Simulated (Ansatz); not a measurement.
# CH₅FOSi: up Jacob's ladder to CCSD(T)

An exercise on one series of results from a longer session: the logs are not shown, and one member is left open.

Program: Ansatz 0.2.0, Gaussian basis. Level of theory: functionals in def2-TZVPP, the program's frozen cores in correlated methods. These are calculated values, not measurements.

Levels to be run: LDA (SPW92), PBE-D4, revPBE-D4, BLYP-D4, r2SCAN-D4, B97M-V, PBE0-D4, B3LYP-D4, r2SCANh-D4, r2SCAN0-D4, HSE06-D4, BHLYP-D4, CAM-B3LYP-D4, LC-ωPBE, ωB97X-V, ωB97M-V, B2PLYP, PBE-QIDH; CCSD(T)/def2-SVP; CCSD(T)/def2-TZVPP; CCSD(T)/def2-QZVPP; extrapolation to the limit; RPA on PBE.

## The relaxed structure

All runs share one geometry, relaxed beforehand with PBE0-D4 in a triple-zeta def2 set.

SMILES `C[SiH](O)F`, 9 atoms, charge 0, spin multiplicity 1.

Atoms are counted from 1 here; the program's logs count them from 0.

Bond lengths: C1–Si2 1.851 Å, C1–H5 1.093 Å, C1–H6 1.093 Å, C1–H7 1.093 Å, Si2–O3 1.634 Å, Si2–F4 1.601 Å, Si2–H8 1.477 Å, O3–H9 0.958 Å. Angles: Si2–C1–H5 110.5°, Si2–C1–H6 110.6°, Si2–C1–H7 111.4°, H5–C1–H6 108.2°, H5–C1–H7 107.7°, H6–C1–H7 108.2°, C1–Si2–O3 113.2°, C1–Si2–F4 107.2°, C1–Si2–H8 113.7°, O3–Si2–F4 109.7°, O3–Si2–H8 105.3°, F4–Si2–H8 107.6°, Si2–O3–H9 119.0°.

As a file:

```
C    -1.05918    0.38268    0.20214
Si    0.59866   -0.05939   -0.49169
O     1.69982   -0.42600    0.65876
F     0.38609   -1.31920   -1.45720
H    -1.75928    0.62419   -0.60149
H    -0.98209    1.25165    0.86010
H    -1.48398   -0.44499    0.77675
H     1.21398    1.01801   -1.29255
H     1.47458   -1.07306    1.32817
```

The first run:

File in.yaml:

```yaml
crystal:
  periodic: [false, false, false]
  atoms:
    - {symbol: C, position_ang: [-1.059181, 0.382684, 0.202145]}
    - {symbol: Si, position_ang: [0.598658, -0.059391, -0.491686]}
    - {symbol: O, position_ang: [1.699823, -0.425999, 0.658760]}
    - {symbol: F, position_ang: [0.386085, -1.319198, -1.457197]}
    - {symbol: H, position_ang: [-1.759283, 0.624188, -0.601488]}
    - {symbol: H, position_ang: [-0.982086, 1.251651, 0.860097]}
    - {symbol: H, position_ang: [-1.483979, -0.444987, 0.776749]}
    - {symbol: H, position_ang: [1.213980, 1.018011, -1.292552]}
    - {symbol: H, position_ang: [1.474582, -1.073057, 1.328174]}
basis:
  gaussian: {orbitals: def2-TZVPP}
hamiltonian: {xc: lda}
output: {orbitals: {seedname: orbitals}}
```

On the command line:

```bash
ansatz run in.yaml --threads 2 --pin off --events-out ev --progress --plain --max-ram 32768MiB --backend cpu
```

Steps of the session up to this table: LDA; PBE-D4 (GGA); revPBE-D4 (GGA); BLYP-D4 (GGA); r2SCAN-D4 (meta-GGA); B97M-V (meta-GGA); B3LYP-D4 (hybrid); r2SCANh-D4 (hybrid); r2SCAN0-D4 (hybrid); HSE06-D4 (hybrid); BHLYP-D4 (hybrid); CAM-B3LYP-D4 (range-separated); LC-ωPBE (range-separated); ωB97X-V (range-separated); ωB97M-V (range-separated); B2PLYP (double hybrid); PBE-QIDH (double hybrid).

One of the session's tables, all rows but one given; the rest of the session is left out.

It belongs to the step «Orbital energies across the functionals». 

```
  functional  HOMO (eV)  LUMO (eV)  gap (eV)
 LDA (SPW92)      -7.54      -0.32      7.22
      PBE-D4      -7.43      -0.17      7.26
   revPBE-D4      -7.38      -0.10      7.28
     BLYP-D4      -7.35      -0.21      7.14
   r2SCAN-D4      -7.77       0.53      8.30
      B97M-V          ?          ?         ?
     PBE0-D4      -8.90       0.70      9.60
    B3LYP-D4      -8.69       0.32      9.01
  r2SCANh-D4      -8.32       0.79      9.11
  r2SCAN0-D4      -9.13       1.17     10.29
    HSE06-D4      -8.49       0.33      8.83
    BHLYP-D4     -10.30       1.32     11.62
CAM-B3LYP-D4     -10.34       1.46     11.80
     LC-ωPBE     -11.69       2.81     14.50
     ωB97X-V     -11.34       2.61     13.95
     ωB97M-V     -11.18       2.14     13.32
```

Q: Estimate the row for B97M-V from the others.

**Answer.** HOMO (eV): -7.87; LUMO (eV): 0.08; gap (eV): 7.95. In the column «HOMO (eV)» it lies between r2SCANh-D4 (-8.32) and r2SCAN-D4 (-7.77).
